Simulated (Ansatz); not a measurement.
# Cu2As: the cost of one run

Method: DFT PBEsol, scalar-relativistic, plane waves, PAW, in Ansatz 0.2.0.

1 further run of the same task is left out (set aside as unsound or not needed).

### 1 The structure to begin with

It takes space group P4/nmm (No. 129, tetragonal). The conventional cell has a = 3.746 Å, b = 3.746 Å, c = 5.849 Å, α = 90.00°, β = 90.00°, γ = 90.00°. Around Cu (site symmetry -4m2) lie 4 As at 2.53 Å and 8 Cu at 2.56 to 2.65 Å. Cu (site symmetry 4mm) is surrounded by 5 As at 2.41 to 2.65 Å and 4 Cu at 2.56 Å. As (site symmetry 4mm) has 9 Cu at 2.41 to 2.65 Å as nearest neighbours.

As a file:

```xyz
6
Lattice="3.7458 0.0000 0.0000 0.0000 3.7458 0.0000 0.0000 0.0000 5.8488" Properties=species:S:1:pos:R:3 pbc="T T T"
Cu    0.0000    0.0000    0.0000
Cu    1.8729    1.8729    0.0000
Cu    0.0000    1.8729    1.7429
Cu    1.8729    0.0000    4.1060
As    0.0000    1.8729    4.1487
As    1.8729    0.0000    1.7001
```

It is the result of an earlier relaxation at this level (volume 13.68 Å³/atom; gap on the mesh: none (metal)).

### 2 Static run: bands, density of states and charges

The input, input.yaml:

```yaml
crystal:
  lattice:
    - [3.7457559366, 0.0, 0.0]
    - [0.0, 3.7457559366, 0.0]
    - [0.0, 0.0, 5.8488324632]
  atoms:
    - { symbol: Cu, position: [0.0, 0.0, 0.0] }
    - { symbol: Cu, position: [0.5, 0.5, 0.0] }
    - { symbol: Cu, position: [0.0, 0.5, 0.2979827099] }
    - { symbol: Cu, position: [0.5, 0.0, 0.7020172901] }
    - { symbol: As, position: [0.0, 0.5, 0.7093186455] }
    - { symbol: As, position: [0.5, 0.0, 0.2906813545] }
basis:
  ecutwfc: 420
kpoints:
  mp_grid: { grid: [10, 10, 6] }
  band_path:
    path:
      - [[0.0, 0.0, 0.0], [0.0, 0.5, 0.0], [0.5, 0.5, 0.0], [0.0, 0.0, 0.0], [0.0, 0.0, 0.5], [0.0, 0.5, 0.5], [0.5, 0.5, 0.5], [0.0, 0.0, 0.5]]
      - [[0.0, 0.5, 0.0], [0.0, 0.5, 0.5]]
      - [[0.5, 0.5, 0.0], [0.5, 0.5, 0.5]]
    npoints: 14
hamiltonian:
  xc: pbesol
scf:
  occupations: { method: gaussian, width: 0.1 }
  n_extra_bands: 15
output:
  forces: true
  stress: true
  eigenvalues: true
  populations: true
  dos: { projected: true, de: 0.02, nscf_kmesh: { grid: [15, 15, 9] } }
  bader: true
```

Launch:

```console
$ ansatz run input.yaml --threads 1 --pin off --max-ram 2560MiB --backend cpu --events-out ev --progress --plain --runs-dir out
```

Q: Estimate wall time and peak memory on 1 thread of Arm Neoverse V1, shared host.

About 2.7 min, with a peak of 0.8 GiB.
